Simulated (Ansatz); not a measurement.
# InPH₆: up Jacob's ladder to CCSD(T)

Aim: compute InPH₆ with functionals from several rungs and with coupled cluster, and see how far each lands from CCSD(T) at the basis-set limit for the atomisation energy.

Computed with Ansatz 0.2.0, Gaussian basis. Level: functionals in def2-TZVPP, the program's frozen cores in correlated methods.

The runs, in order: LDA (SPW92), PBE-D4, revPBE-D4, BLYP-D4, r2SCAN-D4, B97M-V, PBE0-D4, B3LYP-D4, r2SCANh-D4, r2SCAN0-D4, HSE06-D4, BHLYP-D4, CAM-B3LYP-D4, LC-ωPBE, ωB97X-V, ωB97M-V, B2PLYP, PBE-QIDH; CCSD(T)/def2-SVP; CCSD(T)/def2-TZVPP; MP2/def2-QZVPP; extrapolation to the limit; RPA on PBE.

**1. Structure used throughout**

An earlier PBE0-D4 in a triple-zeta def2 set relaxation fixed the geometry. In takes the def2 core potential; no spin-orbit term is included.

SMILES `[PH3+][InH3-]`, 8 atoms, charge 0, spin multiplicity 1.

Atoms are counted from 1 here; the program's logs count them from 0.

Bond lengths: P1–In2 2.782 Å, P1–H3 1.411 Å, P1–H4 1.411 Å, P1–H5 1.411 Å, In2–H6 1.731 Å, In2–H7 1.731 Å, In2–H8 1.731 Å. Angles: In2–P1–H3 119.8°, In2–P1–H4 119.6°, In2–P1–H5 119.7°, H3–P1–H4 97.6°, H3–P1–H5 97.6°, H4–P1–H5 97.6°, P1–In2–H6 95.3°, P1–In2–H7 95.1°, P1–In2–H8 95.2°, H6–In2–H7 119.2°, H6–In2–H8 119.2°, H7–In2–H8 119.2°.

Coordinates:

```xyz
8
charge 0, multiplicity 1
P    -0.59332    0.06263   -1.02657
In    0.82197   -0.09988    1.36280
H    -1.99746   -0.07721   -1.02178
H    -0.31893   -0.85574   -2.06206
H    -0.52679    1.24047   -1.80082
H     0.02327    1.24080    2.11191
H     2.37606    0.14067    0.63890
H     0.30739   -1.70875    1.74182
```

**2. LDA**

This LDA is Slater exchange with PW92 correlation.

Contents of in.yaml:

```yaml
crystal:
  periodic: [false, false, false]
  atoms:
    - {symbol: P, position_ang: [-0.593320, 0.062630, -1.026568]}
    - {symbol: In, position_ang: [0.821967, -0.099876, 1.362800]}
    - {symbol: H, position_ang: [-1.997457, -0.077211, -1.021777]}
    - {symbol: H, position_ang: [-0.318927, -0.855735, -2.062063]}
    - {symbol: H, position_ang: [-0.526791, 1.240474, -1.800818]}
    - {symbol: H, position_ang: [0.023271, 1.240795, 2.111912]}
    - {symbol: H, position_ang: [2.376062, 0.140674, 0.638898]}
    - {symbol: H, position_ang: [0.307395, -1.708752, 1.741816]}
basis:
  gaussian: {orbitals: def2-TZVPP}
hamiltonian: {xc: lda}
output: {orbitals: {seedname: orbitals}}
```

After this run come: PBE-D4 (GGA); revPBE-D4 (GGA); BLYP-D4 (GGA); r2SCAN-D4 (meta-GGA); B97M-V (meta-GGA); PBE0-D4 (hybrid); B3LYP-D4 (hybrid); r2SCANh-D4 (hybrid); r2SCAN0-D4 (hybrid); HSE06-D4 (hybrid); BHLYP-D4 (hybrid); CAM-B3LYP-D4 (range-separated); LC-ωPBE-D4 (range-separated); ωB97X-V (range-separated); ωB97M-V (range-separated); B2PLYP (double hybrid); PBE-QIDH (double hybrid); CCSD(T) in def2-SVP; CCSD(T) in def2-TZVPP; MP2 in def2-QZVPP; RPA on PBE orbitals.

Before running them: what should the planned runs give, taken together? Wanted: atomisation energy, CCSD(T)/CBS; farthest beyond LDA; mean size of error, GGA; mean size of error, meta-GGA; mean size of error, hybrid; mean size of error, range-separated; mean size of error, double hybrid; gap, smallest and largest; T1 diagnostic.

As calculated:

| quantity | value |
| --- | --- |
| atomisation energy, CCSD(T)/CBS | 18.677 eV |
| functionals within 0.187 eV (1.0 %) | r2SCAN-D4, B3LYP-D4, CAM-B3LYP-D4, ωB97M-V |
| farthest beyond LDA | revPBE-D4 (-0.743 eV) |
| mean size of error, GGA | 0.515 eV |
| mean size of error, meta-GGA | 0.243 eV |
| mean size of error, hybrid | 0.278 eV |
| mean size of error, range-separated | 0.220 eV |
| mean size of error, double hybrid | 0.515 eV |
| gap, smallest and largest | 5.11 eV (LDA (SPW92)), 11.61 eV (LC-ωPBE) |
| T1 diagnostic | 0.0143 |
| triples share of the correlation energy | 2.8 % |

In words: The LDA atomisation energy is off by 2.155 eV (12 %): it overbinds. PBE-D4 is off by -0.474 eV. Double hybrids carry the basis error of their MP2 part in triple zeta, and no dispersion term here, so their miss is partly the set-up's. Taken by rung, range-separated functionals do best (0.220 eV on average) and GGA ones worst beyond LDA (0.515 eV). The gap between the best rungs is small, so their order is not settled. Misses under about 0.187 eV are within the doubt on the reference itself, which lacks core-valence correlation, spin-orbit coupling and higher excitations, and its outer-core shells are covered unevenly. All levels share the lack of spin-orbit coupling, which lowers the free heavy atoms and so the true binding. Hartree-Fock recovers 71 % of the binding; the rest is correlation. CCSD(T) in def2-SVP is off by -1.478 eV, so the small basis spoils what the method gains. Orbital gaps span 5.1 to 11.6 eV; exact exchange widens them. Correlated methods include outer-core shells of In, which these sets cover unevenly.
